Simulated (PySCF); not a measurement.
# Sn2(F)4: geometry, NMR shifts and electronic excitations

What NMR shifts and electronic excitations should Sn2(F)4 show?

Computed with PySCF 2.14.0, with density-fitted response routines of our own, on a single molecule in the gas phase. Atoms count from 0, in the outputs and in this text.

### Step 1. The molecule as given

6 atoms, charge 0, multiplicity 1; geometry from: GFN2-xTB.

Bonds of the start (Å): Sn0–F1 2.08, Sn0–F2 2.39, Sn0–F5 2.39, F2–Sn3 2.39, Sn3–F4 2.08, Sn3–F5 2.39.

### Step 2. Optimising the geometry at PBE0-D3(BJ)/def2-SVP

What the job is given:

```
{"job": {"xc": "PBE0", "basis": "def2-SVP", "d3": "d3bj", "grid": 1, "maxiter": 40, "kind": "geom"}, "charge": 0, "multiplicity": 1}
Sn    -0.059390     0.398460     1.892450
F     -1.933660    -0.144880     2.612530
F      0.480800    -1.289450     0.286450
Sn     0.060440    -0.397240    -1.893650
F      1.934230     0.143000    -2.612400
F     -0.482410     1.290120    -0.285380
```

Command:

```console
> OMP_NUM_THREADS=1 python probes_run.py task.json out
```

The driver reads the jobs from task.json and runs them one after another.

**Question.** This job is followed by: GIAO PBE0/pcSseg-1 Sn:def2-TZVP NMR shielding, non-relativistic, gas phase; TDDFT wB97X-D/def2-SVPD, vertical, gas phase, core orbitals frozen in the response; GIAO wB97X-D/pcSseg-1 Sn:def2-TZVP NMR shielding, non-relativistic, gas phase. What will the session give for the following? point group; rotational constants (main isotopes); 19F shifts against CFCl3 (PBE0/def2-TZVP+pcSseg-1, means over atoms taken as alike); surface potential, 1st and 99th percentile; lowest singlet (wB97X-D/def2-SVPD); brightest single state of those computed; lowest triplet; vertical ionisation energy (ΔSCF); vertical electron affinity (ΔSCF); range of the shift of F2.

**Answer**, as computed:

```
                                                                           quantity                        value
                                                                        point group                          C2h
                                               rotational constants (main isotopes)         2.74, 0.56, 0.52 GHz
19F shifts against CFCl3 (PBE0/def2-TZVP+pcSseg-1, means over atoms taken as alike)               0.2, -32.2 ppm
                                              surface potential, 1st and 99th percentile           -1.58 V and 2.23 V
                                                 lowest singlet (wB97X-D/def2-SVPD)  5.61 eV (221 nm), f = 0.000
                                           brightest single state of those computed  state 3, 6.91 eV, f = 0.662
                                                                     lowest triplet                      4.64 eV
                                                  vertical ionisation energy (ΔSCF)                     10.57 eV
                                                  vertical electron affinity (ΔSCF)                      0.30 eV
                                                           range of the shift of F2           -32.2 to -27.8 ppm
```

**Reading.** Relaxing lowered the energy by 1.452 eV in 14 steps; the close pair that moved most is Sn3–F5, from 2.393 to 2.149 Å. No frequency check was run at this level, so the end point may be a saddle. At PBE0/def2-TZVP+pcSseg-1: The widest tensor belongs to F1, F4: span 412 ppm, with a paramagnetic part of -298 ppm. At PBE0/def2-TZVP+pcSseg-1, counted by nearest atom on the grid, the HOMO lies on Sn0, Sn3 about 33 % each; 4 F atoms about 9 % each, the LUMO on Sn0, Sn3 about 35 % each; F2, F5 about 10 % each. The first singlet state (HOMO→LUMO 0.94) lies at 5.61 eV and is dark; of the 10 states computed, the strongest absorption comes from state 3 at 6.91 eV. The lowest triplet lies 0.97 eV below the lowest singlet (triplets in Tamm-Dancoff, singlets in full TDDFT). Spin-orbit coupling, left out, mixes singlets and triplets in elements this heavy. ΔSCF puts the ionisation energy at 10.57 eV, 0.41 eV above −ε(HOMO). In ppm, F2 (with its like atoms) moves most: its shift spreads over 4.4 ppm, from -32.2 (PBE0/def2-TZVP+pcSseg-1) to -27.8 (wB97X-D/def2-TZVP+pcSseg-1). Spin-orbit coupling is left out, which matters for shieldings and couplings at and beside the heavy atoms.
